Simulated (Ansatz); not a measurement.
# HF/3-21G run of SiPH5O2 (SMILES O[SiH2]OP)

What is the vertical ionisation energy of SiPH5O2 at HF/3-21G? 

The calculation is run with Ansatz 0.2.0.

84 further runs of the same task are left out: 84 set aside as unsound or not needed.

## (1) The molecule

The species is SiPH5O2 (9 atoms), meant as a singlet with charge 0. As SMILES, `O[SiH2]OP`. The coordinates come from a PBE0-D4/def2-TZVP relaxation. This is one conformer, not always the lowest.

Bond lengths: O1–Si2 1.637 Å, Si2–O3 1.648 Å, O3–P4 1.646 Å, O1–H5 0.958 Å, Si2–H6 1.486 Å, Si2–H7 1.473 Å, P4–H8 1.424 Å, P4–H9 1.424 Å. Some angles: O1–Si2–O3 112.6°, Si2–O3–P4 125.8°, O1–Si2–H6 109.8°, O1–Si2–H7 106.9°, O3–Si2–H6 108.4°, O3–Si2–H7 105.8°, Si2–O1–H5 118.2°, O3–P4–H8 98.7°, O3–P4–H9 98.7°, H6–Si2–H7 113.3°.

## (2) A single-point energy at HF/3-21G

File run.yaml:

```yaml
crystal:
  periodic: [false, false, false]
  atoms:
    - {symbol: O, position_ang: [-0.307900, 1.144300, -1.642900]}
    - {symbol: Si, position_ang: [0.817700, 0.562000, -0.606400]}
    - {symbol: O, position_ang: [0.302400, -0.778100, 0.201800]}
    - {symbol: P, position_ang: [-0.942200, -0.834900, 1.277600]}
    - {symbol: H, position_ang: [-0.998700, 1.706900, -1.290600]}
    - {symbol: H, position_ang: [1.170600, 1.605300, 0.391300]}
    - {symbol: H, position_ang: [1.964500, 0.123500, -1.421100]}
    - {symbol: H, position_ang: [-0.305900, -1.590900, 2.302600]}
    - {symbol: H, position_ang: [-1.612000, -1.984300, 0.770600]}
basis:
  gaussian: {orbitals: 3-21G.json}
hamiltonian: {xc: hf}
accuracy: high
output: {orbitals: {seedname: orbitals}}
```

The basis set 3-21G is read from a file made from the Basis Set Exchange's data (not shown).

Started as:

```console
$ ansatz run run.yaml --threads 1 --pin off --max-ram 3480MiB --events-out events.jsonl --progress --plain --runs-dir runs
```

Standard output:

```text
Warning: RAYON_NUM_THREADS=1 ignored (pool sized by the plan → 1); use --threads N
Functional definition: HF
  name "HF"
  exchange = exact_x
  correlation = 0
1231 factors; integrals over basis functions are off by at most 7.9e-9 eV
mean field evaluation 1: about -21174.0786 eV, gradient 3.9e1 eV
mean field evaluation 2: about -21174.4764 eV, gradient 4.0e1 eV
mean field evaluation 4: about -21177.3554 eV, gradient 2.1e0 eV
mean field evaluation 8: about -21177.3891 eV, gradient 2.0e-1 eV
mean field evaluation 16: about -21177.3893 eV, gradient 5.8e-8 eV
mean field -21177.38928623 eV, -778.2547017191 hartree, gradient 5.8e-8 eV, S^2 0.000000; 0 other end points of the search recorded, 0 dependent functions left out
reference -21177.38928623 eV, -778.2547017191 hartree; 25, 25 occupied and 29, 29 virtual orbitals, 1231 factors
Total energy: -21177.38928623 eV, -778.2547017191 hartree
```

It took 0.38 s on 1 thread of AMD EPYC 9R45 (Zen 5), shared host; peak memory 0.14 GiB.

## (3) The doublet cation

File input.yaml:

```yaml
crystal:
  periodic: [false, false, false]
  atoms:
    - {symbol: O, position_ang: [-0.307900, 1.144300, -1.642900]}
    - {symbol: Si, position_ang: [0.817700, 0.562000, -0.606400]}
    - {symbol: O, position_ang: [0.302400, -0.778100, 0.201800]}
    - {symbol: P, position_ang: [-0.942200, -0.834900, 1.277600]}
    - {symbol: H, position_ang: [-0.998700, 1.706900, -1.290600]}
    - {symbol: H, position_ang: [1.170600, 1.605300, 0.391300]}
    - {symbol: H, position_ang: [1.964500, 0.123500, -1.421100]}
    - {symbol: H, position_ang: [-0.305900, -1.590900, 2.302600]}
    - {symbol: H, position_ang: [-1.612000, -1.984300, 0.770600]}
basis:
  gaussian: {orbitals: 3-21G.json}
total_charge: 1
magnetization: {spin_polarized: true, initial_magnetization: 1}
hamiltonian: {xc: hf}
accuracy: high
output: {orbitals: {seedname: orbitals}}
```

The basis set 3-21G is read from a file made from the Basis Set Exchange's data (not shown).

Started as:

```console
$ ansatz run input.yaml --threads 1 --pin off --max-ram 3480MiB --events-out events.jsonl --progress --plain --runs-dir runs
```

Standard output:

```text
Warning: RAYON_NUM_THREADS=1 ignored (pool sized by the plan → 1); use --threads N
Functional definition: HF
  name "HF"
  exchange = exact_x
  correlation = 0
1229 factors; integrals over basis functions are off by at most 7.9e-9 eV
mean field evaluation 1: about -21160.7638 eV, gradient 4.3e1 eV
mean field evaluation 2: about -21161.1390 eV, gradient 4.3e1 eV
mean field evaluation 4: about -21168.0072 eV, gradient 2.7e0 eV
mean field evaluation 8: about -21168.1302 eV, gradient 7.6e-1 eV
mean field evaluation 16: about -21168.1693 eV, gradient 1.8e-3 eV
mean field evaluation 32: about -21168.0304 eV, gradient 9.8e-1 eV
mean field evaluation 64: about -21166.3037 eV, gradient 3.8e0 eV
mean field evaluation 96: about -21165.1838 eV, gradient 4.3e0 eV
mean field -21168.16933735 eV, -777.9158748472 hartree, gradient 1.8e-8 eV, S^2 0.772753; 0 other end points of the search recorded, 0 dependent functions left out
reference -21168.16933735 eV, -777.9158748472 hartree; 25, 24 occupied and 29, 30 virtual orbitals, 1229 factors
Total energy: -21168.16933735 eV, -777.9158748472 hartree
```

It took 0.98 s on 1 thread of AMD EPYC 9R45 (Zen 5), shared host; peak memory 0.19 GiB.

## (4) Summary of results

Level: HF/3-21G.

| quantity | value |
| --- | --- |
| singlet SiPH5O2: total energy | -778.25470 Eh |
| singlet SiPH5O2: HOMO energy | -10.28 eV |
| singlet SiPH5O2: LUMO energy | 4.00 eV |
| singlet SiPH5O2: HOMO–LUMO gap | 14.28 eV |
| doublet cation: total energy | -777.91587 Eh |
| doublet cation: HOMO energy (highest over α and β) | -17.04 eV |
| doublet cation: LUMO energy (lowest over α and β) | -8.12 eV |
| doublet cation: ⟨S²⟩ | 0.773 |
| vertical ionisation energy (to the doublet cation) | 9.220 eV |

What this shows: Removing an electron at fixed nuclei costs 9.22 eV (213 kcal/mol). −ε(HOMO) before ionisation, 10.28 eV, is 1.06 eV above this ionisation energy.
